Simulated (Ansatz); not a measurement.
**H₂OSiZn: a ladder of functionals and wavefunction methods**

The task here is to estimate one member of a computed series from the others.

Method: functionals in def2-TZVPP, the program's frozen cores in correlated methods; program: Ansatz 0.2.0, Gaussian basis.

The runs, in order: LDA (SPW92), PBE-D4, revPBE-D4, BLYP-D4, r2SCAN-D4, B97M-V, PBE0-D4, B3LYP-D4, r2SCANh-D4, r2SCAN0-D4, HSE06-D4, BHLYP-D4, CAM-B3LYP-D4, LC-ωPBE, ωB97X-V, ωB97M-V, B2PLYP, PBE-QIDH; CCSD(T)/def2-SVP; CCSD(T)/def2-TZVPP; MP2/def2-QZVPP; extrapolation to the limit; RPA on PBE.

### The geometry

The geometry comes from an earlier relaxation with PBE0-D4 in a triple-zeta def2 set; it is a stationary point.

5 atoms, charge 0, spin multiplicity 1.

Atoms are counted from 1 here; the program's logs count them from 0.

Bond lengths: O1–Si2 1.527 Å, Si2–Zn3 2.761 Å, Si2–H4 1.490 Å, Si2–H5 1.490 Å. Angles: O1–Si2–Zn3 97.7°, O1–Si2–H4 123.9°, O1–Si2–H5 123.9°, Zn3–Si2–H4 93.0°, Zn3–Si2–H5 93.0°, H4–Si2–H5 110.3°.

Geometry (Å):

```mol
H2OSiZn
  3D, bonds by distance, orders not assigned

  5  4  0  0  0  0  0  0  0  0999 V2000
    1.5579   -0.5844   -0.3963 O   0  0
    0.2707    0.2341   -0.3276 Si  0  0
   -1.0625   -1.3273    1.5181 Zn  0  0
   -0.8318    0.1333   -1.3255 H   0  0
    0.1154    1.4706    0.4900 H   0  0
  1  2  8  0
  2  3  8  0
  2  4  8  0
  2  5  8  0
M  END
```

The first run:

in.yaml

```yaml
crystal:
  periodic: [false, false, false]
  atoms:
    - {symbol: O, position_ang: [1.557941, -0.584399, -0.396298]}
    - {symbol: Si, position_ang: [0.270710, 0.234132, -0.327637]}
    - {symbol: Zn, position_ang: [-1.062497, -1.327287, 1.518055]}
    - {symbol: H, position_ang: [-0.831789, 0.133270, -1.325537]}
    - {symbol: H, position_ang: [0.115433, 1.470585, 0.490016]}
basis:
  gaussian: {orbitals: def2-TZVPP}
hamiltonian: {xc: lda}
output: {orbitals: {seedname: orbitals}}
```

Started as:

```bash
$ ansatz run in.yaml --threads 2 --pin off --events-out ev --progress --plain --max-ram 4352MiB
```

Steps of the session up to this table: LDA; PBE-D4 (GGA); revPBE-D4 (GGA); BLYP-D4 (GGA); r2SCAN-D4 (meta-GGA); B97M-V (meta-GGA); PBE0-D4 (hybrid); B3LYP-D4 (hybrid); r2SCANh-D4 (hybrid); r2SCAN0-D4 (hybrid); HSE06-D4 (hybrid); BHLYP-D4 (hybrid); CAM-B3LYP-D4 (range-separated); LC-ωPBE (range-separated); ωB97X-V (range-separated); ωB97M-V (range-separated); B2PLYP (double hybrid); PBE-QIDH (double hybrid).

One of the session's tables, all rows but one given; the rest of the session is left out.

It belongs to the step «Orbital energies across the functionals». 

| functional | HOMO (eV) | LUMO (eV) | gap (eV) |
| --- | --- | --- | --- |
| LDA (SPW92) | -6.42 | -3.50 | 2.91 |
| PBE-D4 | -6.25 | -3.29 | 2.96 |
| revPBE-D4 | -6.19 | -3.21 | 2.97 |
| BLYP-D4 | -6.17 | -3.17 | 3.00 |
| r2SCAN-D4 | -6.53 | -3.23 | 3.30 |
| B97M-V | -6.39 | -3.24 | 3.15 |
| PBE0-D4 | -7.15 | -2.59 | 4.56 |
| B3LYP-D4 | ? | ? | ? |
| r2SCANh-D4 | -6.85 | -2.96 | 3.89 |
| r2SCAN0-D4 | -7.33 | -2.57 | 4.76 |
| HSE06-D4 | -6.76 | -2.95 | 3.81 |
| BHLYP-D4 | -7.93 | -1.81 | 6.12 |
| CAM-B3LYP-D4 | -8.39 | -1.65 | 6.74 |
| LC-ωPBE | -9.45 | -0.70 | 8.75 |
| ωB97X-V | -9.16 | -0.72 | 8.44 |
| ωB97M-V | -9.15 | -0.81 | 8.34 |

**Question.** Estimate the row for B3LYP-D4.

Worked estimate for «HOMO (eV)». Against the share of exact exchange, BLYP-D4 (0, -6.17), BHLYP-D4 (0.5, -7.93) give a slope of -3.52 per unit share; at 0.2 the line stands at -6.87.

**Answer.** HOMO (eV): -7.09; LUMO (eV): -2.77; gap (eV): 4.32. In «HOMO (eV)» the line misses by +0.22.
